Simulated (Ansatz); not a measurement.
# C3H8Cl3NSi: relaxing the structure

What shape does C3H8Cl3NSi take? The plan is to relax it.

Method: RKS PBE0-D4/def2-TZVP; program: Ansatz 0.2.0, Gaussian basis.

The runs, in order: relaxation at PBE0-D4/def2-TZVP.

1 further run of the same task is left out (set aside as unsound or not needed).

## (1) Starting geometry

SMILES `CC(C)N[Si](Cl)(Cl)Cl`, 16 atoms, charge 0, spin multiplicity 1.

Atoms are counted from 1 here; the program's logs count them from 0.

Bond lengths: C1–C2 1.525 Å, C1–H9 1.086 Å, C1–H10 1.088 Å, C1–H11 1.087 Å, C2–C3 1.527 Å, C2–N4 1.457 Å, C2–H12 1.094 Å, C3–H13 1.087 Å, C3–H14 1.088 Å, C3–H15 1.086 Å, N4–Si5 1.706 Å, N4–H16 1.010 Å, Si5–Cl6 2.032 Å, Si5–Cl7 2.013 Å, Si5–Cl8 2.017 Å. Angles: C2–C1–H9 110.3°, C2–C1–H10 110.3°, C2–C1–H11 110.1°, H9–C1–H10 108.6°, H9–C1–H11 108.8°, H10–C1–H11 108.7°, C1–C2–C3 111.3°, C1–C2–N4 108.9°, C1–C2–H12 109.3°, C3–C2–N4 111.2°, C3–C2–H12 109.1°, N4–C2–H12 107.0°, C2–C3–H13 110.2°, C2–C3–H14 110.3°, C2–C3–H15 110.2°, H13–C3–H14 108.6°, H13–C3–H15 108.8°, H14–C3–H15 108.7° and more.

As a file:

```xyz
16
C3H8Cl3NSi
C     0.16935   -1.92432    0.11705
C     0.38941   -0.41822    0.21028
C     0.29871    0.06858    1.65512
N    -0.58969    0.25473   -0.63388
Si   -0.38004    1.71505   -1.49057
Cl   -0.46832    3.39619   -0.35173
Cl    1.43061    1.65622   -2.36778
Cl   -1.86854    1.79180   -2.84892
H     0.93738   -2.45251    0.67488
H    -0.80262   -2.19018    0.52801
H     0.20805   -2.24434   -0.92073
H     1.37755   -0.17251   -0.18878
H     0.45709    1.14295    1.69980
H    -0.68262   -0.15502    2.06834
H     1.05266   -0.42140    2.26489
H    -1.52897   -0.04703   -0.41598
```

The start is a GFN2-xTB geometry.

## (2) Optimising with PBE0-D4/def2-TZVP

Input file in.yaml:

```yaml
crystal:
  periodic: [false, false, false]
  atoms:
    - {symbol: C, position_ang: [0.169350, -1.924320, 0.117050]}
    - {symbol: C, position_ang: [0.389410, -0.418220, 0.210280]}
    - {symbol: C, position_ang: [0.298710, 0.068580, 1.655120]}
    - {symbol: N, position_ang: [-0.589690, 0.254730, -0.633880]}
    - {symbol: Si, position_ang: [-0.380040, 1.715050, -1.490570]}
    - {symbol: Cl, position_ang: [-0.468320, 3.396190, -0.351730]}
    - {symbol: Cl, position_ang: [1.430610, 1.656220, -2.367780]}
    - {symbol: Cl, position_ang: [-1.868540, 1.791800, -2.848920]}
    - {symbol: H, position_ang: [0.937380, -2.452510, 0.674880]}
    - {symbol: H, position_ang: [-0.802620, -2.190180, 0.528010]}
    - {symbol: H, position_ang: [0.208050, -2.244340, -0.920730]}
    - {symbol: H, position_ang: [1.377550, -0.172510, -0.188780]}
    - {symbol: H, position_ang: [0.457090, 1.142950, 1.699800]}
    - {symbol: H, position_ang: [-0.682620, -0.155020, 2.068340]}
    - {symbol: H, position_ang: [1.052660, -0.421400, 2.264890]}
    - {symbol: H, position_ang: [-1.528970, -0.047030, -0.415980]}
basis:
  gaussian: {orbitals: def2-TZVP}
hamiltonian: {xc: pbe0, dispersion: d4}
relax: {f_tol: 0.005, max_steps: 150}
```

Q: Predict the results of all the runs planned. Wanted: point group; shift from the start; total energy; dispersion term; dipole moment.

**Answer**, as computed:

| quantity | value |
| --- | --- |
| point group | C1 |
| steps | 27 |
| shift from the start (rms) | 0.483 Å |
| total energy | -50165.1321 eV |
| dispersion term | -477 meV |
| dipole moment | 2.75 D |

**Reading.** The atoms moved 0.48 Å (rms) from the start; the bond that changed most is N4–Si5, from 1.706 to 1.675 Å. No vibrations were run, so it is not proven to be a minimum. The largest Mulliken charge, +0.63 e, sits on Si5.
